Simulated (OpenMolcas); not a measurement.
# Fe⁵⁺: CASSCF and CASPT2 terms and fine-structure levels

Which level of Fe⁵⁺ lies lowest, and where do the others fall? The reference wave functions come first, then spin-orbit coupling, then second-order correlation under several settings.

Method: state-averaged CASSCF and CASPT2, spin-orbit coupling by RASSI with atomic mean-field integrals. Code: OpenMolcas 26.06.

**1. The atom as given**

```
Species                           : Fe⁵⁺ (iron, Z = 26, 21 electrons)
Basis                             : ANO-R2 [6s5p4d2f1g], 64 functions
Scalar Hamiltonian                : X2C, finite nucleus
Inactive shells                   : 1s 2s 2p 3s 3p
Active space                      : 3 electrons in 10 orbitals (3d 4d)
Some configurations of this space : 3d³
Orbitals                          : optimised for each spin and parity, averaged over the low roots
```

The outer shells:

3d3
```
3d [↑ ][↑ ][↑ ][  ][  ]
```

Each step is its own input file, run in one work folder so that later steps find the files of earlier ones. Labels, J, g values, rates, χT and fits are worked out afterwards by a script from the matrices that RASSI stores.

**2. GATEWAY and SEWARD: basis and integrals**

The input, a.inp:

```
&GATEWAY
Coord
1

Fe 0.0 0.0 0.0
Basis=ANO-R2
Group=XYZ
NoMove
AngMom=0.0 0.0 0.0
AMFI
&SEWARD
```

Command:

```bash
$ OMP_NUM_THREADS=1 MOLCAS_MEM=2252 MOLCAS_PROJECT=a pymolcas a.inp > a.log
```

**3. A small preliminary run for start orbitals**

The input, a.inp:

```
&RASSCF
FileOrb=start.orb
Symmetry=1
Spin=4
nActEl=3 0 0
Inactive=3 6
Ras2=5 0
CIRoot=10 10 1
SDav=10
CIMx=300
Iter=120 100
PrWF=0.3
OrbListing=Nothing
MaxOrb=0
Atom
>>> COPY $Project.JobIph JOBPRE
```

**4. Reference wave functions, quartets of even parity, 10 roots**

The input, a.inp:

```
&RASSCF
FileOrb=start.orb
Symmetry=1
Spin=4
nActEl=3 0 0
Inactive=3 6
Ras2=10 0
CIRoot=10 10 1
SDav=120
CIMx=300
Iter=120 100
PrWF=0.3
OrbListing=Nothing
MaxOrb=0
Atom
>>> COPY $Project.JobIph JOB001
```

**5. CASSCF: doublets of even parity, 40 roots**

The input, a.inp:

```
&RASSCF
FileOrb=start.orb
Symmetry=1
Spin=2
nActEl=3 0 0
Inactive=3 6
Ras2=10 0
CIRoot=40 40 1
SDav=330
CIMx=300
Iter=120 100
PrWF=0.3
OrbListing=Nothing
MaxOrb=0
Atom
>>> COPY $Project.JobIph JOB002
```

**6. RASSI: spin-orbit coupling between the states**

The input, a.inp:

```
&RASSI
NrOfJobIphs=2 10 40
1 2 3 4 5 6 7 8 9 10
1 2 3 4 5 6 7 8 9 10 11 12 13 14 15 16 17 18 19 20 21 22 23 24 25 26 27
28 29 30 31 32 33 34 35 36 37 38 39 40
IphNames
JOB001
JOB002
EJob
SpinOrbit
DIPRint=1.0
SOCoupling=1000.0
Subsets=2
MEES
Property=10
'ANGMOM' 1 'ANGMOM' 2 'ANGMOM' 3 'MLTPL  1' 1 'MLTPL  1' 2 'MLTPL  1' 3
'AMFI' 1 'AMFI' 2 'AMFI' 3 'MLTPL  2' 6
SOProperty=3
'ANGMOM' 1 'ANGMOM' 2 'ANGMOM' 3
```

**7. CASPT2: IPEA 0.35, imaginary shift 0.2 (closed shells correlated: none)**

The input, a.inp:

```
>>> COPY JOB001 $Project.JobIph
&CASPT2
Multistate=10 1 2 3 4 5 6 7 8 9 10
Frozen=3 6
IPEA=0.35
Imaginary=0.2
MaxIter=60
WThr=0.0 0.3 0.05
PrWF=0.5
NoMix
>>> COPY JOB002 $Project.JobIph
&CASPT2
Multistate=40 1 2 3 4 5 6 7 8 9 10 11 12 13 14 15 16 17 18 19 20 21 22
23 24 25 26 27 28 29 30 31 32 33 34 35 36 37 38 39 40
Frozen=3 6
IPEA=0.35
Imaginary=0.2
MaxIter=60
WThr=0.0 0.3 0.05
PrWF=0.5
NoMix
```

**8. CASPT2: IPEA 0.4, imaginary shift 0.4 (closed shells correlated: 2s 2p 3s 3p)**

a.inp, as its differences from that of step 7:

```diff
@@ -3,5 +3,5 @@
 Multistate=10 1 2 3 4 5 6 7 8 9 10
-Frozen=3 6
-IPEA=0.35
-Imaginary=0.2
+Frozen=1 0
+IPEA=0.4
+Imaginary=0.4
 MaxIter=60
@@ -14,5 +14,5 @@
 23 24 25 26 27 28 29 30 31 32 33 34 35 36 37 38 39 40
-Frozen=3 6
-IPEA=0.35
-Imaginary=0.2
+Frozen=1 0
+IPEA=0.4
+Imaginary=0.4
 MaxIter=60
```

**9. CASPT2: IPEA 0.15, imaginary shift 0.4 (closed shells correlated: 3s 3p)**

a.inp, as its differences from that of step 8:

```diff
@@ -3,4 +3,4 @@
 Multistate=10 1 2 3 4 5 6 7 8 9 10
-Frozen=1 0
-IPEA=0.4
+Frozen=2 3
+IPEA=0.15
 Imaginary=0.4
@@ -14,4 +14,4 @@
 23 24 25 26 27 28 29 30 31 32 33 34 35 36 37 38 39 40
-Frozen=1 0
-IPEA=0.4
+Frozen=2 3
+IPEA=0.15
 Imaginary=0.4
```

(Steps that only read results are left out.)

What does the calculation give? Wanted: lowest level; first excited level; lowest level of another term; spin-orbit lowering of the lowest level; strongest of the lines computed, by gA.

As calculated:

```
                                                                                   quantity                                                                       value
                                                                                     method  SS-CASPT2, IPEA 0.35, imaginary shift 0.2 (closed shells correlated: none)
                                                                               lowest level                                   3d³ ⁴F_3/2, 100 % of that term, g = 0.399
                                                                ground level listed by NIST                                                                       4F3/2
                                                                        first excited level                                                      3d³ ⁴F_5/2 at 517 cm⁻¹
                                                               lowest level of another term                                                    3d³ ⁴P_1/2 at 21380 cm⁻¹
                                                    spin-orbit lowering of the lowest level                                                                   1228 cm⁻¹
strongest of the lines computed, by gA (one parity, so forbidden lines), at CASSCF energies                      3d³ ²D_5/2(2) → 3d³ ²G_9/2, 172.4 nm, A = 2.07e+01 s⁻¹
```

Cost and accuracy by method:

```
                                                   method  time of its own steps  time with the reference  mean absolute difference from the measured levels (cm-1)
                                                A. CASSCF                   16 s                     16 s                                                      4200
      B. SS-CASPT2, IPEA 0.35, imaginary shift 0.2, +none                1.7 min                  1.9 min                                                      2500
C. SS-CASPT2, IPEA 0.4, imaginary shift 0.4, +2s 2p 3s 3p                4.8 min                  5.1 min                                                       820
     D. SS-CASPT2, IPEA 0.15, imaginary shift 0.4, +3s 3p                4.5 min                  4.8 min                                                       710
```

Times are of one thread on a shared host.

In words: The multiplet ⁴F is regular; its intervals divided by the larger J differ by 8 % of their mean, where Landé's rule for pure LS coupling makes them equal. Second-order correlation (method B) scales the levels of the lowest configuration above 5000 cm⁻¹ by 0.92 to 0.99. Method D lies closest to the measured levels (710 cm⁻¹ on average) and A farthest (4200). Only the configurations of the active space and the roots asked for are present. Not all states of the active space went into the spin-orbit step. CASPT2 does not keep the components of a term degenerate, and the means are used. The levels of the extra active shells were not computed. Levels of other configurations are missing from the list.
